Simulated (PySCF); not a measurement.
# F2Fe2H8N2 ([(NH3)FFe(mu-H)2Fe(NH3)F]2+): the cost of one run

Computed with PySCF 2.14.0 and routines of our own; the level stands in each step. Atoms count from 0.

### Step 1. The system as given

14 atoms, charge 2, high-spin multiplicity 11; geometry from: idealised, bond lengths from ionic radii.

The system (edge-sharing dimer): [(NH3)FFe(mu-H)2Fe(NH3)F]2+. The metals (Fe(III), Fe(III)) are 2.50 Å apart; the bridge angle is 103°; the spin sites are atom 0 (5 unpaired) and atom 1 (5 unpaired).

### Step 2. Magnetic exchange: PBE0/def2-SVP in water

What the job is given:

```
{"job": {"kind": "bs", "xc": "PBE0", "basis": "def2-SVP", "grid": 1, "solvent": "water"}, "charge": 2, "high_spin_multiplicity": 11, "spin_sites": [[[0], 5], [[1], 5]]}
Fe    -1.248700    -0.000000    -0.000000
Fe     1.248700    -0.000000    -0.000000
H     -0.000000     0.998600    -0.000000
H     -0.000000    -0.998600    -0.000000
N     -2.318200    -0.000000     1.594600
H     -2.017800     0.732100     2.238200
H     -3.301700     0.160500     1.377000
H     -2.248700    -0.892600     2.083300
F     -2.251400    -0.000000    -1.494900
N      2.318200    -0.000000    -1.594600
H      3.027700     0.732100    -1.560900
H      2.796800    -0.892600    -1.715700
H      1.743800     0.160500    -2.422000
F      2.251400    -0.000000     1.494900
```

Level: PBE0/def2-SVP high-spin and broken-symmetry single points, IEF-PCM water.

Run with:

```bash
$ OMP_NUM_THREADS=1 python exch_run.py task.json out
```

This one command runs all jobs of the session in turn.

**Question.** How long does this first job take on 1 thread of Intel Xeon 6975P-C (Granite Rapids), shared host?

About 35 s.
